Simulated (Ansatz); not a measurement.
# AlGe (doublet): from Hartree-Fock to the top rungs at distance Ge1–Al2 = 4.477 Å, cc-pVDZ

An exercise on one series of results from a longer session: the logs are not shown, and one member is left open.

Program: Ansatz 0.2.0, Gaussian basis. Level of theory: cc-pVDZ, core rule «outside noble gas», up to 19 orbitals frozen. These are calculated values, not measurements.

To be run: UHF; CCSD(T) on ROHF; CCSD(T) on UHF; BCCD(T) on ROHF; CISD; CCSDT(Q) on ROHF; CCSDT(Q) on UHF; CASSCF and MRCISD+Q, 3 electrons in 3 orbitals; CASSCF and NEVPT2, 3 electrons in 3 orbitals; CASSCF and MRCISD+Q, 7 electrons in 8 orbitals; CASSCF and NEVPT2, 7 electrons in 8 orbitals; Full CI.

35 further runs of the same task are left out: 5 for a known fault of the program, 24 that didn't finish, 6 set aside as unsound or not needed.

**The system**

The geometry derives from a PBE0/def2-TZVP stationary point (not a proven minimum). One bond is set to the value named and the two fragments are kept rigid. No spin-orbit coupling is included. The filled d shell of Ge may be among the frozen orbitals whatever the setting's name suggests; the logs give the count.

2 atoms, charge 0, spin multiplicity 2.

Atoms are counted from 1 here; the program's logs count them from 0.

No contacts short enough for the rule that draws bonds.

Coordinates:

```xyz
2
charge 0, multiplicity 2
Ge    0.00000    0.00000    0.00000
Al    0.00000    0.00000    4.47700
```

Set-up of the first run:

The input, in.yaml:

```yaml
crystal:
  periodic: [false, false, false]
  atoms:
    - {symbol: Ge, position_ang: [0.000000, 0.000000, 0.000000]}
    - {symbol: Al, position_ang: [0.000000, 0.000000, 4.477000]}
basis:
  gaussian: {orbitals: cc-pVDZ}
magnetization: {spin_polarized: true, initial_magnetization: 1}
hamiltonian: {xc: hf}
output: {orbitals: {seedname: orbitals}}
```

Started as:

```
$ ansatz run in.yaml --threads 1 --pin off --events-out ev --progress --plain --max-ram 2393MiB
```

Among the steps run: UHF; CCSD(T) on ROHF; CCSD(T) on UHF; BCCD(T) on ROHF; CISD; CCSDT(Q) on ROHF; CCSDT(Q) on UHF; CASSCF and MRCISD+Q, 3 electrons in 3 orbitals; CASSCF and NEVPT2, 3 electrons in 3 orbitals; CASSCF and MRCISD+Q, 7 electrons in 8 orbitals; CASSCF and NEVPT2, 7 electrons in 8 orbitals; Full CI.

One of the session's tables, all rows but one given; the rest of the session is left out.

| method | from FCI (kJ/mol) |
| --- | --- |
| ROHF | +432.0 |
| RMP2 | +162.3 |
| CISD | +83.0 |
| RCCSD | +24.5 |
| RCCSD(T) | +5.8 |
| BCCD(T) | ? |
| RCCSDT | +2.4 |
| RCCSDT(Q) | 0.0 |
| CASSCF pair | +298.7 |
| NEVPT2 pair | +87.8 |
| MRCISD pair | +24.7 |
| MRCISD+Q pair | -6.8 |
| FCI | 0 |

Estimate the missing values for BCCD(T).

The run gave: from FCI (kJ/mol): +9.0. In the column «from FCI (kJ/mol)» it lies between RCCSD(T) (+5.8) and RCCSD (+24.5).

Left out of the table: CASSCF valence, NEVPT2 valence, MRCISD valence, MRCISD+Q valence (the active space lost an orbital or holds another state than full CI finds).

Caveats from the session: The report flags that the cluster equations may have other roots. Left out of the table: UHF, UMP2, UCCSD, UCCSD(T), UCCSDT, UCCSDT(Q) (another determinant or state than the rows shown). The program flags RCCSD(T), BCCD(T), RCCSDT(Q) as in doubt, so those rows may rest on another solution; read them beside their warnings. MRCISD+Q pair falls below full CI: the +Q correction isn't variational, and the cores differ from full CI's.
